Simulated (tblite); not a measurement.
# C4H9FGaN: the cost of one run

Computed with tblite 0.8.0 and PySCF 2.14.0, with density-fitted response routines of our own, on a single molecule in the gas phase. Atoms are numbered from 0 throughout.

### Step 1. The starting structure

16 atoms, charge 0, multiplicity 1; geometry from: force field or distance geometry start.

Bonds of the start (Å): C0–C1 1.33, C1–C2 1.51, C2–Ga3 1.84, Ga3–F4 1.94, Ga3–N5 2.07, N5–C6 1.43, C0–H7 1.10, C0–H8 1.09, C1–H9 1.09, C2–H10 1.11, C2–H11 1.13, N5–H12 1.05, C6–H13 1.12, C6–H14 1.12, C6–H15 1.09.

### Step 2. Optimising the geometry with GFN2-xTB

The job: settings as JSON, then the geometry in Å.

```
{"job": {"kind": "relax", "xc": "GFN2-xTB", "basis": "xTB"}, "charge": 0, "multiplicity": 1}
C     -2.946700    -0.586400     0.853300
C     -2.328800     0.390100     0.193700
C     -1.117900     0.081900    -0.658600
Ga     0.476100     0.897600    -0.250500
F      1.271900     1.030400    -2.019300
N      2.293800     0.843400     0.734300
C      2.672900    -0.474100     0.310900
H     -3.808200    -0.285100     1.466100
H     -2.631600    -1.631900     0.791300
H     -2.634900     1.435300     0.261800
H     -0.985000    -1.012900    -0.563900
H     -1.536500     0.215900    -1.703300
H      2.885400     1.596300     0.298700
H      2.464500    -1.186400     1.150800
H      3.766100    -0.548700     0.089500
H      2.151300    -0.756500    -0.607100
```

Started as:

```bash
$ OMP_NUM_THREADS=1 python probes_run.py task.json out
```

One launch serves the whole session: the jobs run in the order shown.

**Question.** How long does this first job take on 1 thread of Arm Neoverse V2, shared host?

About 1.4 s.
